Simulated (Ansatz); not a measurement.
# K3C: the cost of one run

Computed with Ansatz 0.2.0 (DFT PBE, scalar-relativistic, plane waves, PAW, unless a step's input says otherwise).

### 1 The structure to begin with

Symmetry: P6/mmm, No. 191, hexagonal system. The conventional cell has a = 5.491 Å, b = 5.491 Å, c = 4.178 Å, α = 90.00°, β = 90.00°, γ = 120.00°. K (site symmetry -6m2) has 6 K at 3.17 Å as nearest neighbours. K (site symmetry 6/mmm) has 2 C at 2.09 Å as nearest neighbours. C (site symmetry 6/mmm) is surrounded by 2 K at 2.09 Å.

Coordinates:

```cif
data_structure
_symmetry_space_group_name_H-M 'P 1'
_symmetry_Int_Tables_number 1
_cell_length_a 5.4913
_cell_length_b 5.4913
_cell_length_c 4.1781
_cell_angle_alpha 90.000
_cell_angle_beta 90.000
_cell_angle_gamma 120.000
_cell_volume 109.11
loop_
_atom_site_label
_atom_site_type_symbol
_atom_site_fract_x
_atom_site_fract_y
_atom_site_fract_z
_atom_site_occupancy
K1 K 0.33333 0.66667 0.00000 1
K2 K 0.00000 0.00000 0.00000 1
K3 K 0.66667 0.33333 0.00000 1
C1 C 0.00000 0.00000 0.50000 1
```

Recipe of the guess: random cell by space group and Wyckoff sites (P6/mmm, No. 191). Lengths come from tabulated atomic sizes and are only a guess.

### 2 A first look at the guess

input.yaml

```yaml
crystal:
  lattice:
    - [5.49130946, 0.0, 0.0]
    - [-2.74565473, 4.75561349, 0.0]
    - [0.0, 0.0, 4.17812639]
  atoms:
    - { symbol: K, position: [0.33333333, 0.66666667, 0.0] }
    - { symbol: K, position: [0.0, 0.0, 0.0] }
    - { symbol: K, position: [0.66666667, 0.33333333, 0.0] }
    - { symbol: C, position: [0.0, 0.0, 0.5] }
basis:
  ecutwfc: 420
kpoints:
  mp_grid: { grid: [6, 6, 4] }
hamiltonian:
  xc: pbe
scf:
  occupations: { method: gaussian, width: 0.1 }
  lower_state_search: "off"
output:
  forces: true
  stress: true
  eigenvalues: true
```

On the command line:

```bash
ansatz run input.yaml --threads 1 --pin off --max-ram 2560MiB --backend cpu --events-out ev --progress --plain --runs-dir out
```

What time and memory should one allow on 1 thread of Arm Neoverse V2, shared host?

About 2.4 s, with a peak of 0.34 GiB.
